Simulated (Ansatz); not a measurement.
# Br₂+ (doublet): one species, many methods

The task here is to estimate one member of a computed series from the others.

Program: Ansatz 0.2.0, Gaussian basis. Level of theory: functionals in def2-TZVPP, the program's frozen cores in correlated methods. These are calculated values, not measurements.

The runs, in order: LDA (SPW92), PBE-D4, revPBE-D4, BLYP-D4, r2SCAN-D4, B97M-V, PBE0-D4, B3LYP-D4, r2SCANh-D4, r2SCAN0-D4, HSE06-D4, BHLYP-D4, CAM-B3LYP-D4, LC-ωPBE, ωB97X-V, ωB97M-V, B2PLYP, PBE-QIDH; CCSD(T)/def2-SVP; CCSD(T)/def2-TZVPP; CCSD(T)/def2-QZVPP; extrapolation to the limit; RPA on PBE.

## Structure used throughout

All runs share one geometry, relaxed beforehand with PBE0-D4 in a triple-zeta def2 set.

SMILES `Br[Br+]`, 2 atoms, charge 1, spin multiplicity 2.

Atoms are counted from 1 here; the program's logs count them from 0.

Bond lengths: Br1–Br2 2.191 Å.

Set-up of the first run:

File in.yaml:

```yaml
crystal:
  periodic: [false, false, false]
  atoms:
    - {symbol: Br, position_ang: [0.934605, -0.312595, 0.478848]}
    - {symbol: Br, position_ang: [-0.934605, 0.312595, -0.478848]}
basis:
  gaussian: {orbitals: def2-TZVPP}
total_charge: 1
magnetization: {spin_polarized: true, initial_magnetization: 1}
hamiltonian: {xc: lda}
output: {orbitals: {seedname: orbitals}}
```

Launch:

```sh
ansatz run in.yaml --threads 2 --pin off --events-out ev --progress --plain --max-ram 32768MiB --backend cpu
```

Among the steps run: LDA; PBE-D4 (GGA); revPBE-D4 (GGA); BLYP-D4 (GGA); r2SCAN-D4 (meta-GGA); B97M-V (meta-GGA); PBE0-D4 (hybrid); B3LYP-D4 (hybrid); r2SCANh-D4 (hybrid); r2SCAN0-D4 (hybrid); HSE06-D4 (hybrid); BHLYP-D4 (hybrid); CAM-B3LYP-D4 (range-separated); LC-ωPBE (range-separated); ωB97X-V (range-separated); ωB97M-V (range-separated); B2PLYP (double hybrid); PBE-QIDH (double hybrid).

One table of the session follows, with a row left open; its other results are not shown here.

It belongs to the step «Frontier levels by functional». Levels, from each run's orbital file (highest filled and lowest empty over both spins):

| functional | HOMO (eV) | LUMO (eV) | gap (eV) |
| --- | --- | --- | --- |
| LDA (SPW92) | -13.86 | -14.02 | -0.15 |
| PBE-D4 | -13.73 | -13.70 | 0.03 |
| revPBE-D4 | ? | ? | ? |
| BLYP-D4 | -13.56 | -13.58 | -0.02 |
| r2SCAN-D4 | -14.02 | -13.72 | 0.30 |
| B97M-V | -14.18 | -13.59 | 0.60 |
| PBE0-D4 | -15.06 | -12.90 | 2.15 |
| B3LYP-D4 | -14.79 | -13.13 | 1.66 |
| r2SCANh-D4 | -14.51 | -13.38 | 1.12 |
| r2SCAN0-D4 | -15.24 | -12.88 | 2.36 |
| HSE06-D4 | -14.66 | -13.29 | 1.37 |
| BHLYP-D4 | -16.22 | -11.98 | 4.24 |
| CAM-B3LYP-D4 | -16.40 | -11.84 | 4.56 |
| LC-ωPBE | -17.84 | -10.73 | 7.11 |
| ωB97X-V | -17.45 | -10.88 | 6.57 |
| ωB97M-V | -17.27 | -10.87 | 6.40 |

**Question.** Estimate the row for revPBE-D4.

As computed: HOMO (eV): -13.69; LUMO (eV): -13.63; gap (eV): 0.06. In the column «HOMO (eV)» it lies between PBE-D4 (-13.73) and BLYP-D4 (-13.56).

To keep in mind: A negative gap means that an empty level lies below a filled one: whole occupations of an open shell aren't an aufbau state there.
